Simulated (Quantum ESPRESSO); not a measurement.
**Hf2F in Quantum ESPRESSO: the effect of functional**

Hf2F:

```
Hf F
1.0
     3.59857    0.00000    0.00000
    -1.79929    3.11646    0.00000
     0.00000    0.00000    5.01510
Hf F
2 1
Direct
  0.00000 0.00000 0.13565
  0.66667 0.33333 0.51179
  0.00000 0.00000 0.63341
```

The cell was built by a generator and needn't be a form met in nature.

Alike in all runs:

```yaml
Program: Quantum ESPRESSO 7.5
Task: phonons
Cutoff: 1143 eV
Density_cutoff: 4572 eV
k_mesh: 4 × 4 × 4, shifted
Occupations: fermi-dirac, width 0.05 eV
Spin: no spin polarisation
```

Each run relaxes the cell or the atoms first.

| functional | potentials or basis | relaxed volume (Å³/atom) | highest phonon frequency (cm⁻¹) |
| --- | --- | --- | --- |
| PBE | PseudoDojo 0.4.1 SR PBE standard | ? | ? |
| PBEsol | PseudoDojo 0.4.1 SR PBEsol standard | 17.62 | 320 |
| PW91 | PseudoDojo 0.4.1 SR PBE standard | 18.33 | 298 |
| RPBE | PseudoDojo 0.4.1 SR PBE standard | 18.94 | 275 |
| vdW-DF-cx | PseudoDojo 0.4.1 SR PBE standard | 17.75 | 320 |

Q: What does the run with functional PBE give?

A: Relaxed volume 18.41 Å³/atom; highest phonon frequency 295 cm⁻¹.

Caveats: all runs use coarse meshes; the mesh is thin for the phonons of a metal; an odd number of electrons without spin polarisation forces a metal; a magnetic or distorted state may lie lower; the potentials were made for another functional, which shifts forces and pressure (some runs).
